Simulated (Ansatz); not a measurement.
Be2Si, 3 atoms in the cell. It takes space group Fm-3m (No. 225, cubic). Conventional cell: a = 5.280 Å, b = 5.280 Å, c = 5.280 Å, α = 90.00°, β = 90.00°, γ = 90.00°. Around Si (site symmetry m-3m) lie 8 Be at 2.29 Å. Be (site symmetry -43m) has 4 Si at 2.29 Å as nearest neighbours. The cell comes from a database or a generator and needn't be the stable form of this composition.

- Program: Ansatz 0.2.0
- Task: single point
- Functional: PBE
- Potentials or basis: Ansatz NC
- Cutoff: 1800 eV (not typed: the program's choice for these potentials)
- k mesh: 9 × 9 × 9
- Occupations: fermi-dirac, width 0.05 eV
- Spin: no spin polarisation

Potentials or basis: Ansatz NC.

The run is started by

```sh
$ ansatz run input.yaml --threads 2 --pin off --max-ram 5632MiB --backend cpu --events-out ev --progress --plain --runs-dir out
```

Hardware: 2 threads of Arm Neoverse V1, on a shared host.

Task: Estimate the wall time of this run.

Result: It took 3.9 s on 2 threads of Arm Neoverse V1, with other jobs on the host, peak memory 0.45 GiB. Counts: scf iterations 7, plane waves 6375, k points 35, bands 10.
